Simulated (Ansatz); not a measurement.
# BaHgI4: the cost of one run

Program: Ansatz 0.2.0. Level of theory: DFT PBE, scalar-relativistic, plane waves, PAW, unless a step names another level. These are calculated values, not measurements.

10 further runs of the same task are left out: 5 that didn't finish, 5 set aside as unsound or not needed.

## 1. The starting structure

Symmetry: P2/m, No. 10, monoclinic system. The conventional cell has a = 7.787 Å, b = 4.724 Å, c = 8.281 Å, α = 90.00°, β = 90.88°, γ = 90.00°. Ba (site symmetry 2/m) is surrounded by 6 I at 3.44 to 3.46 Å. Around Hg (site symmetry 2/m) lie 6 I at 3.09 to 3.15 Å. Around I (site symmetry m) lie 1 Hg at 3.09 Å and 2 Ba at 3.44 Å. Around I (site symmetry m) lie 2 Hg at 3.15 Å and 1 Ba at 3.46 Å.

Structure file:

```xyz
6
Lattice="7.7866 0.0000 -0.0560 0.0000 4.7244 0.0000 -0.0672 0.0000 8.2804" Properties=species:S:1:pos:R:3 pbc="T T T"
Ba   -0.0336    2.3622    4.1402
Hg    0.0000    0.0000    0.0000
I     1.8401    0.0000    2.4798
I     6.0416    2.3622    1.0735
I     1.6778    2.3622    7.1509
I     5.8793    0.0000    5.7446
```

It came out lowest among 29 distinct ends of the trial cells. At a tolerance of 0.02 Å it has space group P2/m (No. 10).

## 2. A stricter relaxation, on the response runs' mesh and smearing

Contents of input.yaml:

```yaml
crystal:
  lattice:
    - [7.7865808341, 0.0, -0.0559841323]
    - [0.0, 4.7244157835, 0.0]
    - [-0.067189255, 0.0, 8.2803959337]
  atoms:
    - { symbol: Ba, position: [0.0, 0.5, 0.5] }
    - { symbol: Hg, position: [0.0, 0.0, 0.0] }
    - { symbol: I, position: [0.2389088319, 0.0, 0.3010959824] }
    - { symbol: I, position: [0.7770656195, 0.5, 0.1348940446] }
    - { symbol: I, position: [0.2229343805, 0.5, 0.8651059554] }
    - { symbol: I, position: [0.7610911681, 0.0, 0.6989040176] }
basis:
  ecutwfc: 420
kpoints:
  mp_grid: { grid: [4, 6, 4] }
hamiltonian:
  xc: pbe
scf:
  occupations: { method: fixed }
output:
  forces: true
  stress: true
  eigenvalues: true
  write_density: true
  write_potential: true
  elf: true
  volumetric_format: npy
relax:
  adjacent_minimum: "off"
  f_tol: 0.001
  max_steps: 60
  cell: { stress_tol: 0.01 }
```

Command:

```
$ ansatz run input.yaml --threads 3 --pin off --max-ram 7680MiB --backend cpu --events-out ev --progress --plain --runs-dir out
```

Q: Estimate wall time and peak memory on 3 threads of Arm Neoverse V1, shared host.

About 5.5 min, with a peak of 1 GiB.
